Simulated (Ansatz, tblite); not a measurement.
**In13Sb14 wurtzite other sphere (In₁₃Sb₁₄H₃₄+): charged states by level of theory**

What does removing or adding an electron cost or gain for In13Sb14 wurtzite other sphere (In₁₃Sb₁₄H₃₄+)? Each charged state is run at several levels.

Method: as each input shows; program: Ansatz 0.2.0, Gaussian basis.

Levels to be run: charge +2 doublet, at the geometry of the singlet (PBE0-D4/def2-SVP, PBE-D4/def2-SVP, r2SCAN0-D4/def2-SVP); charge 0 doublet, at the geometry of the singlet (PBE0-D4/def2-SVP, PBE-D4/def2-SVP, r2SCAN0-D4/def2-SVP); the starting singlet's energies come from earlier runs.

2 further runs of the same task are left out: 1 for a known fault of the program, 1 set aside as unsound or not needed.

**1. The geometry**

The singlet was relaxed beforehand with PBE-D4/def2-SVP.

61 atoms, charge 1, spin multiplicity 1.

Atoms are counted from 1 here; the program's logs count them from 0.

Bond lengths: Sb1–In2 2.932 Å, Sb1–In7 2.884 Å, Sb1–H28 1.718 Å, Sb1–H29 1.718 Å, In2–Sb3 2.882 Å, In2–Sb9 2.809 Å, In2–H30 1.737 Å, Sb3–In5 2.882 Å, Sb3–H31 1.718 Å, Sb3–H32 1.714 Å, Sb4–In5 2.933 Å, Sb4–In12 2.884 Å, Sb4–H33 1.718 Å, Sb4–H34 1.718 Å, In5–Sb14 2.810 Å, In5–H35 1.737 Å, Sb6–In7 2.884 Å, Sb6–In8 2.932 Å and more. Angles: In2–Sb1–In7 123.1°, In2–Sb1–H28 109.4°, In2–Sb1–H29 111.7°, In7–Sb1–H28 106.8°, In7–Sb1–H29 106.7°, H28–Sb1–H29 95.5°, Sb1–In2–Sb3 100.1°, Sb1–In2–Sb9 105.4°, Sb1–In2–H30 107.2°, Sb3–In2–Sb9 102.7°, Sb3–In2–H30 113.8°, Sb9–In2–H30 124.7°, In2–Sb3–In5 124.7°, In2–Sb3–H31 111.2°, In2–Sb3–H32 104.2°, In5–Sb3–H31 111.3°, In5–Sb3–H32 104.3°, H31–Sb3–H32 96.6° and more.

In, Sb take a core potential in the def2 sets. No spin-orbit coupling is included. The ion is computed in the gas phase, without counter-ions or solvent.

**2. Charge +2 doublet at the fixed geometry, PBE0-D4/def2-SVP**

File in.yaml:

```yaml
crystal:
  periodic: [false, false, false]
  atoms:
    - {symbol: Sb, position_ang: [-2.098101, -3.940240, -2.373962]}
    - {symbol: In, position_ang: [-2.133332, -4.176456, 0.548669]}
    - {symbol: Sb, position_ang: [-4.438508, -2.558966, 1.160994]}
    - {symbol: Sb, position_ang: [-4.462370, 0.155431, -2.373699]}
    - {symbol: In, position_ang: [-4.683773, 0.246723, 0.549283]}
    - {symbol: Sb, position_ang: [2.098358, -3.941468, -2.371212]}
    - {symbol: In, position_ang: [0.001701, -2.590549, -3.818421]}
    - {symbol: In, position_ang: [2.126606, -4.177579, 0.551377]}
    - {symbol: Sb, position_ang: [-0.003596, -2.581662, 1.449761]}
    - {symbol: In, position_ang: [0.011125, -2.803527, 4.420320]}
    - {symbol: Sb, position_ang: [0.001540, -0.002348, -2.644905]}
    - {symbol: In, position_ang: [-2.239661, 1.293259, -3.816797]}
    - {symbol: In, position_ang: [-0.001535, -0.000357, 0.234918]}
    - {symbol: Sb, position_ang: [-2.236026, 1.289498, 1.452032]}
    - {symbol: Sb, position_ang: [0.000663, 0.001017, 4.965267]}
    - {symbol: In, position_ang: [-2.432763, 1.396757, 4.422975]}
    - {symbol: Sb, position_ang: [-2.364468, 3.784845, -2.369375]}
    - {symbol: In, position_ang: [-2.552252, 3.932712, 0.553824]}
    - {symbol: Sb, position_ang: [4.432228, -2.561665, 1.165704]}
    - {symbol: Sb, position_ang: [4.463785, 0.155693, -2.369349]}
    - {symbol: In, position_ang: [2.243487, 1.291987, -3.816828]}
    - {symbol: In, position_ang: [4.680627, 0.243603, 0.554160]}
    - {symbol: Sb, position_ang: [2.233061, 1.289511, 1.453116]}
    - {symbol: In, position_ang: [2.428129, 1.406546, 4.423865]}
    - {symbol: Sb, position_ang: [2.363923, 3.784917, -2.371770]}
    - {symbol: In, position_ang: [2.552809, 3.930900, 0.551163]}
    - {symbol: Sb, position_ang: [0.000949, 5.122937, 1.161231]}
    - {symbol: H, position_ang: [-2.259239, -5.500203, -3.074493]}
    - {symbol: H, position_ang: [-3.586200, -3.332871, -2.981601]}
    - {symbol: H, position_ang: [-2.338699, -5.859287, 0.926567]}
    - {symbol: H, position_ang: [-5.896607, -3.400354, 0.820452]}
    - {symbol: H, position_ang: [-4.562600, -2.631397, 2.869163]}
    - {symbol: H, position_ang: [-4.691013, -1.435256, -2.982167]}
    - {symbol: H, position_ang: [-5.889811, 0.805830, -3.073584]}
    - {symbol: H, position_ang: [-6.243432, 0.911077, 0.927374]}
    - {symbol: H, position_ang: [2.258982, -5.501483, -3.071730]}
    - {symbol: H, position_ang: [3.588711, -3.335945, -2.975158]}
    - {symbol: H, position_ang: [0.001987, -2.769798, -5.544126]}
    - {symbol: H, position_ang: [2.330816, -5.860454, 0.929526]}
    - {symbol: H, position_ang: [-1.552353, -3.522375, 4.688495]}
    - {symbol: H, position_ang: [1.586405, -3.504448, 4.668289]}
    - {symbol: H, position_ang: [-2.392228, 1.384907, -5.542742]}
    - {symbol: H, position_ang: [0.001771, -0.002288, 6.689899]}
    - {symbol: H, position_ang: [-3.829207, 0.387589, 4.678457]}
    - {symbol: H, position_ang: [-2.269007, 3.111369, 4.681921]}
    - {symbol: H, position_ang: [-3.640984, 4.697000, -3.068547]}
    - {symbol: H, position_ang: [-1.101204, 4.777360, -2.979215]}
    - {symbol: H, position_ang: [-3.906553, 4.951818, 0.933273]}
    - {symbol: H, position_ang: [5.889519, -3.404356, 0.825002]}
    - {symbol: H, position_ang: [4.556367, -2.634353, 2.873810]}
    - {symbol: H, position_ang: [4.697277, -1.432846, -2.981338]}
    - {symbol: H, position_ang: [5.891243, 0.811336, -3.064218]}
    - {symbol: H, position_ang: [2.397704, 1.380349, -5.542810]}
    - {symbol: H, position_ang: [6.239846, 0.908239, 0.933533]}
    - {symbol: H, position_ang: [3.828830, 0.404114, 4.682023]}
    - {symbol: H, position_ang: [2.257246, 3.121189, 4.677894]}
    - {symbol: H, position_ang: [1.096813, 4.773173, -2.980329]}
    - {symbol: H, position_ang: [3.637155, 4.701242, -3.071329]}
    - {symbol: H, position_ang: [3.908873, 4.947948, 0.930002]}
    - {symbol: H, position_ang: [0.001882, 5.278008, 2.868344]}
    - {symbol: H, position_ang: [0.000304, 6.804047, 0.809424]}
basis:
  gaussian: {orbitals: def2-SVP, fitting: {mean_field: def2-universal-jkfit}}
total_charge: 2
magnetization: {spin_polarized: true, initial_magnetization: 1}
hamiltonian: {xc: pbe0, dispersion: d4}
scf: {omitted_lower_state_checks: [starts]}
output: {orbitals: {seedname: orbitals}}
```

On the command line:

```console
$ ansatz run in.yaml --threads 10 --pin off --events-out ev --progress --plain --max-ram 110592MiB --backend cuda --devices 0, --max-vram 75GiB
```

The log of the run:

```text
Functional definition: PBE0
  name "PBE0"
  cite "Adamo & Barone, J. Chem. Phys. 110, 6158 (1999) doi:10.1063/1.478522"
  cite "Perdew, Burke & Ernzerhof, Phys. Rev. Lett. 77, 3865 (1996) doi:10.1103/PhysRevLett.77.3865"
  parent pbe
  parameter a = 0.25
  parameter kappa = 0.804
  parameter beta = 0.06672455060314922
  exchange = (1 - a)*pbe_x(kappa = kappa, mu = beta*pi^2/3) + a*exact_x
  correlation = pbe_c(beta = beta)
these checks for a lower state are left out or cut short: starts
6498 factors; integrals over basis functions are off by at most 3.5e-1 eV
mean field evaluation 1: about -159335.1234 eV, gradient 2.8e1 eV
mean field evaluation 2: about -159324.5778 eV, gradient 4.6e1 eV
mean field evaluation 4: about -159340.1269 eV, gradient 9.7e0 eV
mean field evaluation 8: about -159341.1282 eV, gradient 9.7e-1 eV
mean field evaluation 16: about -159341.1724 eV, gradient 6.3e-2 eV
mean field evaluation 32: about -159341.1734 eV, gradient 2.5e-3 eV
mean field -159341.17348483 eV, -5855.6801202409 hartree, gradient 8.2e-6 eV, S^2 0.754460; 0 other end points of the search recorded, 0 dependent functions left out
reference -159341.17360789 eV, -5855.6801247634 hartree; 314, 313 occupied and 558, 559 virtual orbitals, 6498 factors
Total energy: -159346.15443260 eV, -5855.8631666952 hartree
Checks for a lower state left out: starts
```

Wall time 52 s (1 × H100 with 10 threads of AMD EPYC 7R13, shared host); peak host memory 1.8 GiB.

From the report: HOMO -10.93 eV, LUMO -10.17 eV (over both spins); ⟨S²⟩ 0.754 (pure: 0.75).

**3. Charge +2 doublet at the fixed geometry, PBE-D4/def2-SVP**

start.molden holds the orbitals of an earlier run on this state, given as this run's starting guess.

Changes to in.yaml since step 2:

```diff
@@ -65,6 +65,6 @@
 basis:
-  gaussian: {orbitals: def2-SVP, fitting: {mean_field: def2-universal-jkfit}}
+  gaussian: {orbitals: def2-SVP, fitting: {mean_field: def2-universal-jkfit}, initial_orbitals: start.molden}
 total_charge: 2
 magnetization: {spin_polarized: true, initial_magnetization: 1}
-hamiltonian: {xc: pbe0, dispersion: d4}
+hamiltonian: {xc: pbe, dispersion: d4}
 scf: {omitted_lower_state_checks: [starts]}
```

Launched as before.

The log of the run:

```text
Functional definition: PBE
  name "PBE"
  cite "Perdew, Burke & Ernzerhof, Phys. Rev. Lett. 77, 3865 (1996) doi:10.1103/PhysRevLett.77.3865"
  parent pbe
  parameter kappa = 0.804
  parameter beta = 0.06672455060314922
  exchange = pbe_x(kappa = kappa, mu = beta*pi^2/3)
  correlation = pbe_c(beta = beta)
these checks for a lower state are left out or cut short: starts
6498 factors; integrals over basis functions are off by at most 3.5e-1 eV
mean field evaluation 1: about -159334.1120 eV, gradient 1.1e1 eV
mean field evaluation 2: about -159335.0756 eV, gradient 8.3e-1 eV
mean field evaluation 4: about -159335.1223 eV, gradient 6.0e-2 eV
mean field evaluation 8: about -159335.1325 eV, gradient 2.0e-3 eV
mean field evaluation 16: about -159335.1329 eV, gradient 2.3e-4 eV
mean field -159335.13291640 eV, -5855.4581334456 hartree, gradient 2.9e-6 eV, S^2 0.751167; 0 other end points of the search recorded, 0 dependent functions left out
reference -159335.13308199 eV, -5855.4581395307 hartree; 314, 313 occupied and 558, 559 virtual orbitals, 6498 factors
Total energy: -159340.43988912 eV, -5855.6531610958 hartree
Checks for a lower state left out: starts
```

Run time: 23 s. Hardware: 1 × H100 with 10 threads of AMD EPYC 7R13, shared host; peak host memory 1.8 GiB.

Report: HOMO -10.13 eV, LUMO -10.17 eV (over both spins; with the spin held, an empty level of the minority spin lies below the top filled one); ⟨S²⟩ 0.751 (pure: 0.75).

**4. Charge +2 doublet at the fixed geometry, r2SCAN0-D4/def2-SVP**

Changes to in.yaml since step 3:

```diff
@@ -68,3 +68,3 @@
 magnetization: {spin_polarized: true, initial_magnetization: 1}
-hamiltonian: {xc: pbe, dispersion: d4}
+hamiltonian: {xc: {name: r2SCAN0}, dispersion: d4}
 scf: {omitted_lower_state_checks: [starts]}
```

The command is unchanged.

The log of the run, cut to the lines that bear on the results:

```text
Functional definition: r2SCAN0
  name "r2SCAN0"
  cite "Bursch, Neugebauer, Ehlert & Grimme, J. Chem. Phys. 156, 134105 (2022) doi:10.1063/5.0086040"
  cite "Furness, Kaplan, Ning, Perdew & Sun, J. Phys. Chem. Lett. 11, 8208 (2020) doi:10.1021/acs.jpclett.0c02405"
  cite "Furness, Kaplan, Ning, Perdew & Sun, J. Phys. Chem. Lett. 11, 9248 (2020) doi:10.1021/acs.jpclett.0c03077"
  parent r2scan
[...]
6498 factors; integrals over basis functions are off by at most 3.5e-1 eV
[...]
mean field -159377.07679526 eV, -5856.9995425632 hartree, gradient 4.7e-6 eV, S^2 0.757928; 0 other end points of the search recorded, 0 dependent functions left out
reference -159377.07684519 eV, -5856.9995443979 hartree; 314, 313 occupied and 558, 559 virtual orbitals, 6498 factors
Total energy: -159379.05536406 eV, -5857.0722536256 hartree
Checks for a lower state left out: starts
```

It took 57 s on 1 × H100 with 10 threads of AMD EPYC 7R13, shared host; peak host memory 2.4 GiB.

Report: HOMO -11.06 eV, LUMO -10.21 eV (over both spins); ⟨S²⟩ 0.758 (pure: 0.75).

**5. Vertical ionisation energy**

Charged state less starting state, singlet to doublet; the starting state's energies are those of its earlier runs.

```tsv
level	vertical ionisation energy (eV)	time
PBE-D4/def2-SVP	+8.99	31 s
PBE0-D4/def2-SVP	+9.36	61 s
r2SCAN0-D4/def2-SVP	+9.42	67 s
```

Times add the two runs; a level without a time comes out of a correlated run.

Beside −ε(HOMO) of the starting state:

```tsv
level	−ε(HOMO) (eV)	by difference (eV)	mismatch (eV)
PBE-D4/def2-SVP	7.57	8.99	-1.42
PBE0-D4/def2-SVP	8.41	9.36	-0.95
r2SCAN0-D4/def2-SVP	8.55	9.42	-0.88
```

**6. Charge 0 doublet at the fixed geometry, PBE0-D4/def2-SVP**

Changes to in.yaml since step 4:

```diff
@@ -65,6 +65,5 @@
 basis:
-  gaussian: {orbitals: def2-SVP, fitting: {mean_field: def2-universal-jkfit}, initial_orbitals: start.molden}
-total_charge: 2
+  gaussian: {orbitals: def2-SVP, fitting: {mean_field: def2-universal-jkfit}}
 magnetization: {spin_polarized: true, initial_magnetization: 1}
-hamiltonian: {xc: {name: r2SCAN0}, dispersion: d4}
+hamiltonian: {xc: pbe0, dispersion: d4}
 scf: {omitted_lower_state_checks: [starts]}
```

Same command.

The log of the run, cut to the lines that bear on the results:

```text
Functional definition: PBE0
  name "PBE0"
  cite "Adamo & Barone, J. Chem. Phys. 110, 6158 (1999) doi:10.1063/1.478522"
  cite "Perdew, Burke & Ernzerhof, Phys. Rev. Lett. 77, 3865 (1996) doi:10.1103/PhysRevLett.77.3865"
  parent pbe
[...]
6498 factors; integrals over basis functions are off by at most 3.5e-1 eV
[...]
mean field -159354.45277009 eV, -5856.1681249732 hartree, gradient 7.2e-6 eV, S^2 0.751849; 0 other end points of the search recorded, 0 dependent functions left out
reference -159354.45289605 eV, -5856.1681296021 hartree; 315, 314 occupied and 557, 558 virtual orbitals, 6498 factors
Total energy: -159359.55768935 eV, -5856.3557272957 hartree
Checks for a lower state left out: starts
```

Run time: 23 s. Hardware: 1 × H100 with 10 threads of AMD EPYC 7R13, shared host; peak host memory 1.8 GiB.

From the report: HOMO -3.21 eV, LUMO -2.39 eV (over both spins); ⟨S²⟩ 0.752 (pure: 0.75).

**7. Charge 0 doublet at the fixed geometry, PBE-D4/def2-SVP**

Changes to in.yaml since step 6:

```diff
@@ -65,5 +65,5 @@
 basis:
-  gaussian: {orbitals: def2-SVP, fitting: {mean_field: def2-universal-jkfit}}
+  gaussian: {orbitals: def2-SVP, fitting: {mean_field: def2-universal-jkfit}, initial_orbitals: start.molden}
 magnetization: {spin_polarized: true, initial_magnetization: 1}
-hamiltonian: {xc: pbe0, dispersion: d4}
+hamiltonian: {xc: pbe, dispersion: d4}
 scf: {omitted_lower_state_checks: [starts]}
```

The command is unchanged.

The log of the run:

```text
Functional definition: PBE
  name "PBE"
  cite "Perdew, Burke & Ernzerhof, Phys. Rev. Lett. 77, 3865 (1996) doi:10.1103/PhysRevLett.77.3865"
  parent pbe
  parameter kappa = 0.804
  parameter beta = 0.06672455060314922
  exchange = pbe_x(kappa = kappa, mu = beta*pi^2/3)
  correlation = pbe_c(beta = beta)
these checks for a lower state are left out or cut short: starts
6498 factors; integrals over basis functions are off by at most 3.5e-1 eV
mean field evaluation 1: about -159347.3001 eV, gradient 1.1e1 eV
mean field evaluation 2: about -159348.2414 eV, gradient 8.0e-1 eV
mean field evaluation 4: about -159348.2726 eV, gradient 1.8e-1 eV
mean field evaluation 8: about -159348.2736 eV, gradient 1.7e-4 eV
mean field -159348.27356987 eV, -5855.9410435534 hartree, gradient 1.0e-5 eV, S^2 0.750405; 0 other end points of the search recorded, 0 dependent functions left out
reference -159348.27373782 eV, -5855.9410497257 hartree; 315, 314 occupied and 557, 558 virtual orbitals, 6498 factors
Total energy: -159353.71455192 eV, -5856.1409959560 hartree
Checks for a lower state left out: starts
```

Run time: 10 s. Hardware: 1 × H100 with 10 threads of AMD EPYC 7R13, shared host; peak host memory 1.8 GiB.

Report: HOMO -3.09 eV, LUMO -3.02 eV (over both spins); ⟨S²⟩ 0.750 (pure: 0.75).

**8. Charge 0 doublet at the fixed geometry, r2SCAN0-D4/def2-SVP**

Changes to in.yaml since step 7:

```diff
@@ -67,3 +67,3 @@
 magnetization: {spin_polarized: true, initial_magnetization: 1}
-hamiltonian: {xc: pbe, dispersion: d4}
+hamiltonian: {xc: {name: r2SCAN0}, dispersion: d4}
 scf: {omitted_lower_state_checks: [starts]}
```

The command is unchanged.

The log of the run, cut to the lines that bear on the results:

```text
Functional definition: r2SCAN0
  name "r2SCAN0"
  cite "Bursch, Neugebauer, Ehlert & Grimme, J. Chem. Phys. 156, 134105 (2022) doi:10.1063/5.0086040"
  cite "Furness, Kaplan, Ning, Perdew & Sun, J. Phys. Chem. Lett. 11, 8208 (2020) doi:10.1021/acs.jpclett.0c02405"
  cite "Furness, Kaplan, Ning, Perdew & Sun, J. Phys. Chem. Lett. 11, 9248 (2020) doi:10.1021/acs.jpclett.0c03077"
  parent r2scan
[...]
6498 factors; integrals over basis functions are off by at most 3.5e-1 eV
[...]
mean field -159390.42683524 eV, -5857.4901474833 hartree, gradient 6.7e-6 eV, S^2 0.753286; 0 other end points of the search recorded, 0 dependent functions left out
reference -159390.42688579 eV, -5857.4901493410 hartree; 315, 314 occupied and 557, 558 virtual orbitals, 6498 factors
Total energy: -159392.46246165 eV, -5857.5649553742 hartree
Checks for a lower state left out: starts
```

Wall time 27 s (1 × H100 with 10 threads of AMD EPYC 7R13, shared host); peak host memory 2.4 GiB.

Report: HOMO -3.20 eV, LUMO -2.34 eV (over both spins); ⟨S²⟩ 0.753 (pure: 0.75).

**9. Vertical electron affinity**

Starting state less charged state (positive: the electron is bound), singlet to doublet; the starting state's energies are those of its earlier runs.

```tsv
level	vertical electron affinity (eV)	time
PBE-D4/def2-SVP	+4.28	18 s
PBE0-D4/def2-SVP	+4.04	32 s
r2SCAN0-D4/def2-SVP	+3.99	37 s
```

Times add the two runs; a level without a time comes out of a correlated run.

Beside −ε(LUMO) of the starting state:

```tsv
level	−ε(LUMO) (eV)	by difference (eV)	mismatch (eV)
PBE-D4/def2-SVP	5.35	4.28	+1.07
PBE0-D4/def2-SVP	4.75	4.04	+0.71
r2SCAN0-D4/def2-SVP	4.72	3.99	+0.73
```

**10. Summary of results**

| quantity | value |
| --- | --- |
| vertical ionisation energy, functionals in def2-SVP | 8.99 (PBE-D4) to 9.42 eV (r2SCAN0-D4) |
| vertical electron affinity, functionals in def2-SVP | 3.99 (r2SCAN0-D4) to 4.28 eV (PBE-D4) |

**Reading.** The vertical ionisation energy spans 8.99 to 9.42 eV over the functionals. −ε(HOMO) misses the level's own difference by -0.88 eV at best (r2SCAN0-D4) and -1.42 eV at worst (PBE-D4). The vertical electron affinity spans 3.99 to 4.28 eV over the functionals. −ε(LUMO) misses the level's own difference by +0.71 eV at best (PBE0-D4) and +1.07 eV at worst (PBE-D4).
